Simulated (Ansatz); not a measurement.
# C₄H₃F₅: one molecule under many settings

How do the results and run time of C₄H₃F₅ respond when the settings are drawn wide?

The runs use Ansatz 0.2.0, Gaussian basis; the settings change from run to run.

### Step 1. The relaxed structure

An earlier PBE0-D4 in a triple-zeta def2 set relaxation fixed the geometry.

SMILES `C/C(F)=C(\F)C(F)(F)F`, 12 atoms, charge 0, spin multiplicity 1.

Atoms are counted from 1 here; the program's logs count them from 0.

Bond lengths: C1–C2 1.476 Å, C1–H10 1.093 Å, C1–H11 1.093 Å, C1–H12 1.088 Å, C2–F3 1.332 Å, C2–C4 1.329 Å, C4–F5 1.339 Å, C4–C6 1.498 Å, C6–F7 1.339 Å, C6–F8 1.339 Å, C6–F9 1.326 Å. Angles: C2–C1–H10 109.7°, C2–C1–H11 109.7°, C2–C1–H12 111.0°, H10–C1–H11 107.8°, H10–C1–H12 109.2°, H11–C1–H12 109.2°, C1–C2–F3 114.0°, C1–C2–C4 125.9°, F3–C2–C4 120.1°, C2–C4–F5 119.3°, C2–C4–C6 129.5°, F5–C4–C6 111.2°, C4–C6–F7 110.4°, C4–C6–F8 110.4°, C4–C6–F9 112.6°, F7–C6–F8 106.9°, F7–C6–F9 108.1°, F8–C6–F9 108.1°.

### Step 2. B2PLYP/6-31G*

This run has charge +1, multiplicity 2, the search for lower states set to light.

File in.yaml:

```yaml
crystal:
  periodic: [false, false, false]
  atoms:
    - {symbol: C, position_ang: [-1.577530, -0.283832, -1.156795]}
    - {symbol: C, position_ang: [-0.478354, -0.492991, -0.193461]}
    - {symbol: F, position_ang: [-0.437512, -1.719663, 0.323743]}
    - {symbol: C, position_ang: [0.421775, 0.414132, 0.170104]}
    - {symbol: F, position_ang: [0.364993, 1.642680, -0.359707]}
    - {symbol: C, position_ang: [1.562777, 0.292068, 1.133461]}
    - {symbol: F, position_ang: [1.434591, 1.182293, 2.125011]}
    - {symbol: F, position_ang: [2.722535, 0.557066, 0.519745]}
    - {symbol: F, position_ang: [1.648378, -0.916666, 1.673001]}
    - {symbol: H, position_ang: [-2.537151, -0.471320, -0.667948]}
    - {symbol: H, position_ang: [-1.481020, -0.990114, -1.985558]}
    - {symbol: H, position_ang: [-1.566484, 0.731150, -1.547596]}
basis:
  gaussian: {orbitals: "6-31G*"}
total_charge: 1
magnetization: {spin_polarized: true, initial_magnetization: 1}
hamiltonian: {xc: {name: B2PLYP}}
scf: {lower_state_search: light}
```

Started as:

```sh
$ ansatz run in.yaml --threads 2 --pin off --events-out ev --progress --plain --max-ram 32768MiB --backend cpu
```

What it wrote:

```text
Functional definition: B2PLYP
  name "B2PLYP"
  cite "Grimme, J. Chem. Phys. 124, 034108 (2006) doi:10.1063/1.2148954"
  cite "Becke, Phys. Rev. A 38, 3098 (1988) doi:10.1103/PhysRevA.38.3098"
  cite "Lee, Yang & Parr, Phys. Rev. B 37, 785 (1988) doi:10.1103/PhysRevB.37.785"
  parameter a = 0.53
  parameter c = 0.27
  exchange = (1 - a)*b88_x + a*exact_x
  correlation = (1 - c)*lyp_c + c*(mp2_os + mp2_ss)
1303 factors; integrals over basis functions are off by at most 9.9e-4 eV
mean field evaluation 1: about -17736.9596 eV, gradient 4.5e1 eV
mean field evaluation 2: about -17736.9642 eV, gradient 4.5e1 eV
mean field evaluation 4: about -17743.1880 eV, gradient 4.8e0 eV
mean field evaluation 8: about -17743.2794 eV, gradient 6.1e-1 eV
mean field evaluation 16: about -17743.2812 eV, gradient 7.5e-4 eV
mean field -17743.28119986 eV, -652.0535572668 hartree, gradient 3.8e-6 eV, S^2 0.753282; 0 other end points of the search recorded, 0 dependent functions left out
9 core orbitals not correlated: weight in the atoms' cores, before any rotation towards them, 1.000 or more for the frozen orbitals, at most 0.000 for the correlated occupied ones
reference -17743.28130997 eV, -652.0535613133 hartree; 27, 26 occupied and 105, 106 virtual orbitals, 1303 factors
second order -44.42664099 eV of doubles, -0.00000000 eV of singles
Total energy: -17755.27650303 eV, -652.4943765278 hartree
```

Wall time 10 s (2 threads of AMD EPYC 7R13, shared host); peak memory 0.51 GiB.

⟨S²⟩ 0.753.

### Step 3. B2PLYP/STO-3G

Set apart from the defaults: multiplicity 3.

Changes to in.yaml since step 2:

```diff
@@ -16,6 +16,4 @@
 basis:
-  gaussian: {orbitals: "6-31G*"}
-total_charge: 1
-magnetization: {spin_polarized: true, initial_magnetization: 1}
+  gaussian: {orbitals: STO-3G}
+magnetization: {spin_polarized: true, initial_magnetization: 2}
 hamiltonian: {xc: {name: B2PLYP}}
-scf: {lower_state_search: light}
```

Launched as before.

What it wrote (excerpt; [...] marks lines left out):

```text
Functional definition: B2PLYP
  name "B2PLYP"
  cite "Grimme, J. Chem. Phys. 124, 034108 (2006) doi:10.1063/1.2148954"
  cite "Becke, Phys. Rev. A 38, 3098 (1988) doi:10.1103/PhysRevA.38.3098"
  cite "Lee, Yang & Parr, Phys. Rev. B 37, 785 (1988) doi:10.1103/PhysRevB.37.785"
[...]
709 factors; integrals over basis functions are off by at most 3.5e-5 eV
[...]
mean field -17502.66119770 eV, -643.2109352858 hartree, gradient 5.8e-6 eV, S^2 2.007227; 0 other end points of the search recorded, 0 dependent functions left out
9 core orbitals not correlated: weight in the atoms' cores, before any rotation towards them, 1.000 or more for the frozen orbitals, at most 0.000 for the correlated occupied ones
reference -17502.66130240 eV, -643.2109391332 hartree; 28, 26 occupied and 11, 13 virtual orbitals, 709 factors
second order -9.28780976 eV of doubles, -0.00000000 eV of singles
Total energy: -17505.16901103 eV, -643.3030957257 hartree
```

It took 2.6 s on 2 threads of AMD EPYC 7R13, shared host.

⟨S²⟩ 2.007.

### Step 4. B97/cc-pVTZ-DK

This run has charge -1, multiplicity 2.

Changes to in.yaml since step 3:

```diff
@@ -16,4 +16,6 @@
 basis:
-  gaussian: {orbitals: STO-3G}
-magnetization: {spin_polarized: true, initial_magnetization: 2}
-hamiltonian: {xc: {name: B2PLYP}}
+  gaussian: {orbitals: cc-pVTZ-DK}
+total_charge: -1
+magnetization: {spin_polarized: true, initial_magnetization: 1}
+hamiltonian: {xc: {name: B97}}
+output: {forces: true}
```

Started as:

```sh
$ ansatz run in.yaml --threads 2 --pin off --events-out ev --progress --plain --max-ram 32768MiB --backend cuda --devices 0, --max-vram 18GiB
```

What it wrote (excerpt; [...] marks lines left out):

```text
Functional definition: B97
  name "B97"
  cite "Becke, J. Chem. Phys. 107, 8554 (1997) doi:10.1063/1.475007"
[...]
      + integral(e_c_pw_opposite_spin*poly(b97_u_opposite, cos0, cos1, cos2))
1570 factors; their error is unknown
[...]
mean field -17792.94596011 eV, -653.8787035420 hartree, gradient 1.5e-5 eV, S^2 0.753221; 3 other end points of the search recorded, 0 dependent functions left out
[...]
reference -17792.94598685 eV, -653.8787045247 hartree; 37, 36 occupied and 275, 276 virtual orbitals, 1570 factors
Total energy: -17792.94598685 eV, -653.8787045247 hartree
Relativity: scalar
Atom 0 at    -1.577530    -0.283832    -1.156795 Å, force     1.021122    -0.154776     0.878772 eV/Å
Atom 1 at    -0.478354    -0.492991    -0.193461 Å, force    -3.617935    -0.422193    -2.732209 eV/Å
Atom 2 at    -0.437512    -1.719663     0.323743 Å, force     0.043744    -2.253433     0.926562 eV/Å
Atom 3 at     0.421775     0.414132     0.170104 Å, force     4.557833     0.471253     3.456296 eV/Å
Atom 4 at     0.364993     1.642680    -0.359707 Å, force    -0.235550     2.102730    -1.014805 eV/Å
Atom 5 at     1.562777     0.292068     1.133461 Å, force    -4.397185    -0.502623    -3.341843 eV/Å
Atom 6 at     1.434591     1.182293     2.125011 Å, force     0.967194     1.443367     1.953343 eV/Å
Atom 7 at     2.722535     0.557066     0.519745 Å, force     2.513237     0.691309     0.015983 eV/Å
Atom 8 at     1.648378    -0.916666     1.673001 Å, force     0.520279    -1.006454     0.813279 eV/Å
Atom 9 at    -2.537151    -0.471320    -0.667948 Å, force    -0.992142    -0.075321    -0.065079 eV/Å
Atom 10 at    -1.481020    -0.990114    -1.985558 Å, force    -0.368577    -0.382310    -0.845573 eV/Å
Atom 11 at    -1.566484     0.731150    -1.547596 Å, force    -0.012021     0.088450    -0.044726 eV/Å
Dipole moment:     0.313906     0.097879     0.213193 e Å
```

It took 18 s on 1 × H100 (card shared with other runs) with 2 threads of AMD EPYC 7R13, shared host; peak host memory 1 GiB.

Largest force 5.740 eV/Å, ⟨S²⟩ 0.753.

### Step 5. revPBE/cc-pVTZ

This run has unrestricted orbitals, atoms shaken by 0.03 Å, D4 dispersion.

File in.yaml:

```yaml
crystal:
  periodic: [false, false, false]
  atoms:
    - {symbol: C, position_ang: [-1.559478, -0.248726, -1.137868]}
    - {symbol: C, position_ang: [-0.453842, -0.436910, -0.141868]}
    - {symbol: F, position_ang: [-0.439694, -1.752455, 0.370480]}
    - {symbol: C, position_ang: [0.397532, 0.427270, 0.159344]}
    - {symbol: F, position_ang: [0.397142, 1.602294, -0.305128]}
    - {symbol: C, position_ang: [1.553261, 0.322068, 1.174039]}
    - {symbol: F, position_ang: [1.445099, 1.192117, 2.095283]}
    - {symbol: F, position_ang: [2.700736, 0.556298, 0.494745]}
    - {symbol: F, position_ang: [1.622073, -0.858048, 1.718684]}
    - {symbol: H, position_ang: [-2.587751, -0.449694, -0.660518]}
    - {symbol: H, position_ang: [-1.447745, -0.983526, -1.927046]}
    - {symbol: H, position_ang: [-1.603434, 0.731415, -1.570243]}
basis:
  gaussian: {orbitals: cc-pVTZ}
magnetization: {spin_polarized: true, initial_magnetization: 0}
hamiltonian: {xc: {name: revPBE}, dispersion: d4}
```

Same command.

What it wrote:

```text
Functional definition: revPBE
  name "revPBE"
  cite "Zhang & Yang, Phys. Rev. Lett. 80, 890 (1998) doi:10.1103/PhysRevLett.80.890"
  cite "Perdew, Burke & Ernzerhof, Phys. Rev. Lett. 77, 3865 (1996) doi:10.1103/PhysRevLett.77.3865"
  parameter kappa = 1.245
  parameter beta = 0.06672455060314922
  exchange = pbe_x(kappa = kappa, mu = beta*pi^2/3)
  correlation = pbe_c(beta = beta)
1566 factors; their error is unknown
mean field evaluation 1: about -17771.6276 eV, gradient 4.9e1 eV
mean field evaluation 2: about -17762.8910 eV, gradient 6.4e1 eV
mean field evaluation 4: about -17780.3793 eV, gradient 5.3e0 eV
mean field evaluation 8: about -17780.4931 eV, gradient 2.3e-1 eV
mean field evaluation 16: about -17780.4233 eV, gradient 4.3e-3 eV
mean field -17780.42330404 eV, -653.4185044195 hartree, gradient 4.7e-5 eV, S^2 0.000000; 0 other end points of the search recorded, 0 dependent functions left out
reference -17780.42334125 eV, -653.4185057871 hartree; 36, 36 occupied and 276, 276 virtual orbitals, 1566 factors
Total energy: -17781.30033674 eV, -653.4507347770 hartree
```

It took 8.5 s on 1 × H100 (card shared with other runs) with 2 threads of AMD EPYC 7R13, shared host; peak host memory 0.88 GiB.

⟨S²⟩ 0.000.

### Step 6. PBE-QIDH/cc-pVDZ

Options: atoms shaken by 0.08 Å.

File in.yaml:

```yaml
crystal:
  periodic: [false, false, false]
  atoms:
    - {symbol: C, position_ang: [-1.566171, -0.318116, -1.154207]}
    - {symbol: C, position_ang: [-0.462826, -0.502628, -0.248918]}
    - {symbol: F, position_ang: [-0.511412, -1.730060, 0.253747]}
    - {symbol: C, position_ang: [0.388481, 0.541512, 0.216674]}
    - {symbol: F, position_ang: [0.370037, 1.571166, -0.138902]}
    - {symbol: C, position_ang: [1.701373, 0.419927, 1.152533]}
    - {symbol: F, position_ang: [1.465420, 1.219689, 2.078067]}
    - {symbol: F, position_ang: [2.667831, 0.548848, 0.619169]}
    - {symbol: F, position_ang: [1.653293, -0.848460, 1.594342]}
    - {symbol: H, position_ang: [-2.552847, -0.554885, -0.800804]}
    - {symbol: H, position_ang: [-1.539340, -1.131327, -1.895720]}
    - {symbol: H, position_ang: [-1.496247, 0.716634, -1.545265]}
basis:
  gaussian: {orbitals: cc-pVDZ}
hamiltonian: {xc: {name: PBE-QIDH}}
output: {forces: true}
```

Started as:

```sh
$ ansatz run in.yaml --threads 2 --pin off --events-out ev --progress --plain --max-ram 32768MiB --backend cpu
```

What it wrote (excerpt; [...] marks lines left out):

```text
Functional definition: PBE-QIDH
  name "PBE-QIDH"
  cite "Brémond, Sancho-García, Pérez-Jiménez & Adamo, J. Chem. Phys. 141, 031101 (2014) doi:10.1063/1.4890314"
  cite "Perdew, Burke & Ernzerhof, Phys. Rev. Lett. 77, 3865 (1996) doi:10.1103/PhysRevLett.77.3865"
[...]
1299 factors; integrals over basis functions are off by at most 9.3e-4 eV
[...]
mean field -17737.58413943 eV, -651.8441941579 hartree, gradient 9.2e-6 eV, S^2 0.000000; 0 other end points of the search recorded, 0 dependent functions left out
9 core orbitals not correlated: weight in the atoms' cores, before any rotation towards them, 1.000 or more for the frozen orbitals, at most 0.000 for the correlated occupied ones
reference -17737.58414681 eV, -651.8441944290 hartree; 27, 27 occupied and 105, 105 virtual orbitals, 1299 factors
second order -43.62568486 eV of doubles, -0.00000000 eV of singles
[...]
Atom 2 at    -0.511412    -1.730060     0.253747 Å, force     0.990746    -0.658611     0.692146 eV/Å
Atom 3 at     0.388481     0.541512     0.216674 Å, force     1.182517   -24.580743     7.239092 eV/Å
Atom 4 at     0.370037     1.571166    -0.138902 Å, force    -1.772861    22.818391    -8.756096 eV/Å
Atom 5 at     1.701373     0.419927     1.152533 Å, force   -18.333459    -7.485061     2.777014 eV/Å
Atom 6 at     1.465420     1.219689     2.078067 Å, force     0.131762     3.672041     4.561016 eV/Å
Atom 7 at     2.667831     0.548848     0.619169 Å, force    16.515191     3.571842    -8.733437 eV/Å
Atom 8 at     1.653293    -0.848460     1.594342 Å, force     0.120494    -1.169570     1.556026 eV/Å
Atom 9 at    -2.552847    -0.554885    -0.800804 Å, force    -0.758387     0.478426     1.248215 eV/Å
Atom 10 at    -1.539340    -1.131327    -1.895720 Å, force     0.639699     0.528220    -0.734502 eV/Å
Atom 11 at    -1.496247     0.716634    -1.545265 Å, force    -0.470129    -0.642753    -0.434468 eV/Å
Dipole moment:     0.007216     0.414122    -0.301352 e Å
```

Run time: 18 s. Hardware: 2 threads of AMD EPYC 7R13, shared host; peak memory 0.55 GiB.

Largest force 25.652 eV/Å, dipole 2.46 D.

### Step 7. B2PLYP/def2-TZVPP

Set apart from the defaults: a grid of angular degree 47, finite nuclei.

File in.yaml:

```yaml
crystal:
  periodic: [false, false, false]
  atoms:
    - {symbol: C, position_ang: [-1.577530, -0.283832, -1.156795]}
    - {symbol: C, position_ang: [-0.478354, -0.492991, -0.193461]}
    - {symbol: F, position_ang: [-0.437512, -1.719663, 0.323743]}
    - {symbol: C, position_ang: [0.421775, 0.414132, 0.170104]}
    - {symbol: F, position_ang: [0.364993, 1.642680, -0.359707]}
    - {symbol: C, position_ang: [1.562777, 0.292068, 1.133461]}
    - {symbol: F, position_ang: [1.434591, 1.182293, 2.125011]}
    - {symbol: F, position_ang: [2.722535, 0.557066, 0.519745]}
    - {symbol: F, position_ang: [1.648378, -0.916666, 1.673001]}
    - {symbol: H, position_ang: [-2.537151, -0.471320, -0.667948]}
    - {symbol: H, position_ang: [-1.481020, -0.990114, -1.985558]}
    - {symbol: H, position_ang: [-1.566484, 0.731150, -1.547596]}
basis:
  gaussian: {orbitals: def2-TZVPP, final_grid: {core_spheres: 20, valence_spheres: 16, degree: 47}, nuclear_model: gaussian}
hamiltonian: {xc: {name: B2PLYP}}
```

Started as:

```sh
$ ansatz run in.yaml --threads 2 --pin off --events-out ev --progress --plain --max-ram 32768MiB --backend cuda --devices 0, --max-vram 18GiB
```

What it wrote (excerpt; [...] marks lines left out):

```text
Functional definition: B2PLYP
  name "B2PLYP"
  cite "Grimme, J. Chem. Phys. 124, 034108 (2006) doi:10.1063/1.2148954"
  cite "Becke, Phys. Rev. A 38, 3098 (1988) doi:10.1103/PhysRevA.38.3098"
  cite "Lee, Yang & Parr, Phys. Rev. B 37, 785 (1988) doi:10.1103/PhysRevB.37.785"
[...]
2075 factors; integrals over basis functions are off by at most 1.1e-3 eV
[...]
mean field -17760.98419752 eV, -652.7041304313 hartree, gradient 1.5e-6 eV, S^2 0.000000; 0 other end points of the search recorded, 0 dependent functions left out
9 core orbitals not correlated: weight in the atoms' cores, before any rotation towards them, 1.000 or more for the frozen orbitals, at most 0.000 for the correlated occupied ones
reference -17760.98435487 eV, -652.7041362138 hartree; 27, 27 occupied and 285, 285 virtual orbitals, 2075 factors
second order -60.59743387 eV of doubles, -0.00000000 eV of singles
Total energy: -17777.34566201 eV, -653.3054031612 hartree
```

Wall time 9 s (1 × H100 (card shared with other runs) with 2 threads of AMD EPYC 7R13, shared host); peak host memory 1.5 GiB.

### Step 8. B3LYP/STO-3G

Set apart from the defaults: a point charge of 1.00 e beside it, D3(BJ) with three-body dispersion.

Changes to in.yaml since step 7:

```diff
@@ -16,3 +16,3 @@
 basis:
-  gaussian: {orbitals: def2-TZVPP, final_grid: {core_spheres: 20, valence_spheres: 16, degree: 47}, nuclear_model: gaussian}
-hamiltonian: {xc: {name: B2PLYP}}
+  gaussian: {orbitals: STO-3G, point_charges: [{charge: 1.00, position_ang: [5.810, 0.007, -0.058]}]}
+hamiltonian: {xc: {name: B3LYP}, dispersion: d3bjatm}
```

Started as:

```sh
$ ansatz run in.yaml --threads 2 --pin off --events-out ev --progress --plain --max-ram 32768MiB --backend cpu
```

What it wrote (excerpt; [...] marks lines left out):

```text
Functional definition: B3LYP
  name "B3LYP"
  cite "Stephens, Devlin, Chabalowski & Frisch, J. Phys. Chem. 98, 11623 (1994) doi:10.1021/j100096a001"
  cite "Becke, Phys. Rev. A 38, 3098 (1988) doi:10.1103/PhysRevA.38.3098"
  cite "Lee, Yang & Parr, Phys. Rev. B 37, 785 (1988) doi:10.1103/PhysRevB.37.785"
  cite "Vosko, Wilk & Nusair, Can. J. Phys. 58, 1200 (1980) doi:10.1139/p80-159"
[...]
709 factors; integrals over basis functions are off by at most 3.5e-5 eV
[...]
mean field -17530.02923797 eV, -644.2166922147 hartree, gradient 2.4e-5 eV, S^2 0.000000; 0 other end points of the search recorded, 0 dependent functions left out
reference -17530.02940374 eV, -644.2166983066 hartree; 36, 36 occupied and 12, 12 virtual orbitals, 709 factors
Total energy: -17530.42297038 eV, -644.2311616139 hartree
```

Run time: 1.4 s. Hardware: 2 threads of AMD EPYC 7R13, shared host.

### Step 9. LC-wPBE/6-31++G**

Changes to in.yaml since step 8:

```diff
@@ -16,3 +16,3 @@
 basis:
-  gaussian: {orbitals: STO-3G, point_charges: [{charge: 1.00, position_ang: [5.810, 0.007, -0.058]}]}
-hamiltonian: {xc: {name: B3LYP}, dispersion: d3bjatm}
+  gaussian: {orbitals: "6-31++G**"}
+hamiltonian: {xc: {name: LC-wPBE}}
```

Same command.

What it wrote (excerpt; [...] marks lines left out):

```text
Functional definition: LC-wPBE
  name "LC-wPBE"
  cite "Vydrov & Scuseria, J. Chem. Phys. 125, 234109 (2006) doi:10.1063/1.2409292"
  cite "Heyd & Scuseria, J. Chem. Phys. 120, 7274 (2004) doi:10.1063/1.1668634"
  cite "Ernzerhof & Perdew, J. Chem. Phys. 109, 3313 (1998) doi:10.1063/1.476928"
  cite "Perdew, Burke & Ernzerhof, Phys. Rev. Lett. 77, 3865 (1996) doi:10.1103/PhysRevLett.77.3865"
  parent pbe
[...]
1712 factors; their error is unknown
604 factors; integrals over basis functions are off by at most 2.4e-5 eV
[...]
mean field -17771.22134683 eV, -653.0803387296 hartree, gradient 5.9e-5 eV, S^2 0.000000; 0 other end points of the search recorded, 0 dependent functions left out
reference -17771.22134684 eV, -653.0803387301 hartree; 36, 36 occupied and 153, 153 virtual orbitals, 1712 factors
Total energy: -17771.22134684 eV, -653.0803387301 hartree
```

It took 6 s on 2 threads of AMD EPYC 7R13, shared host; peak memory 0.45 GiB.

### Step 10. B97/aug-cc-pVDZ

Options: finite nuclei.

Changes to in.yaml since step 9:

```diff
@@ -16,3 +16,4 @@
 basis:
-  gaussian: {orbitals: "6-31++G**"}
-hamiltonian: {xc: {name: LC-wPBE}}
+  gaussian: {orbitals: aug-cc-pVDZ, nuclear_model: gaussian}
+hamiltonian: {xc: {name: B97}}
+output: {forces: true}
```

Same command.

What it wrote (excerpt; [...] marks lines left out):

```text
Functional definition: B97
  name "B97"
  cite "Becke, J. Chem. Phys. 107, 8554 (1997) doi:10.1063/1.475007"
[...]
      + integral(e_c_pw_opposite_spin*poly(b97_u_opposite, cos0, cos1, cos2))
2028 factors; their error is unknown
[...]
mean field -17776.81729181 eV, -653.2859859144 hartree, gradient 3.7e-5 eV, S^2 0.000000; 0 other end points of the search recorded, 0 dependent functions left out
[...]
reference -17776.81733621 eV, -653.2859875462 hartree; 36, 36 occupied and 198, 198 virtual orbitals, 2028 factors
Total energy: -17776.81733621 eV, -653.2859875462 hartree
Atom 0 at    -1.577530    -0.283832    -1.156795 Å, force    -0.180817     0.007618    -0.148908 eV/Å
Atom 1 at    -0.478354    -0.492991    -0.193461 Å, force    -0.270630     0.078394    -0.245570 eV/Å
Atom 2 at    -0.437512    -1.719663     0.323743 Å, force     0.012554    -0.744922     0.303010 eV/Å
Atom 3 at     0.421775     0.414132     0.170104 Å, force     0.304835    -0.073784     0.273575 eV/Å
Atom 4 at     0.364993     1.642680    -0.359707 Å, force    -0.026007     0.709775    -0.300630 eV/Å
Atom 5 at     1.562777     0.292068     1.133461 Å, force    -0.358299     0.020166    -0.295610 eV/Å
Atom 6 at     1.434591     1.182293     2.125011 Å, force    -0.072297     0.569124     0.645406 eV/Å
Atom 7 at     2.722535     0.557066     0.519745 Å, force     0.755300     0.167444    -0.385060 eV/Å
Atom 8 at     1.648378    -0.916666     1.673001 Å, force     0.076337    -0.770432     0.361583 eV/Å
Atom 9 at    -2.537151    -0.471320    -0.667948 Å, force    -0.251660    -0.043223     0.114939 eV/Å
Atom 10 at    -1.481020    -0.990114    -1.985558 Å, force     0.015018    -0.174557    -0.218888 eV/Å
Atom 11 at    -1.566484     0.731150    -1.547596 Å, force    -0.004334     0.254397    -0.103847 eV/Å
Dipole moment:    -0.485745    -0.068644    -0.362553 e Å
```

Wall time 21 s (2 threads of AMD EPYC 7R13, shared host); peak memory 1 GiB.

Largest force 0.864 eV/Å, dipole 2.93 D.

### Step 11. The runs in one table

```csv
level,charge,multiplicity,geometry,functions,energy (eV),time
B2PLYP/6-31G*,1,2,relaxed,141,-17755.277,10 s
B2PLYP/STO-3G,0,3,relaxed,48,-17505.169,2.6 s
B97/cc-pVTZ-DK,-1,2,relaxed,312,-17792.946,18 s
revPBE/cc-pVTZ,0,1,shaken,312,-17781.300,8.5 s
PBE-QIDH/cc-pVDZ,0,1,shaken,141,-17752.126,18 s
B2PLYP/def2-TZVPP,0,1,relaxed,321,-17777.346,9 s
B3LYP/STO-3G,0,1,"relaxed, point charge",48,-17530.423,1.4 s
LC-wPBE/6-31++G**,0,1,relaxed,189,-17771.221,6 s
B97/aug-cc-pVDZ,0,1,relaxed,234,-17776.817,21 s
```

### Step 12. Summary of results

```
                                         quantity                  value
                                             runs                      9
                                         quickest    B3LYP/STO-3G, 1.4 s
                                          slowest  B97/aug-cc-pVDZ, 21 s
spread of total energies, same state and geometry                 6.1 eV
```

What this shows: B97/aug-cc-pVDZ took 14 times as long as B3LYP/STO-3G. The jobs differ in tasks and options as well as level. Total energies at one charge and spin differ by 6 eV between levels, so only differences within one level mean anything. At the PBE0-D4/def2-TZVP geometry and in the same state, runs without warnings or point charges leave forces up to 0.86 eV/Å (B97/aug-cc-pVDZ), against 25.7 eV/Å where the atoms were moved.
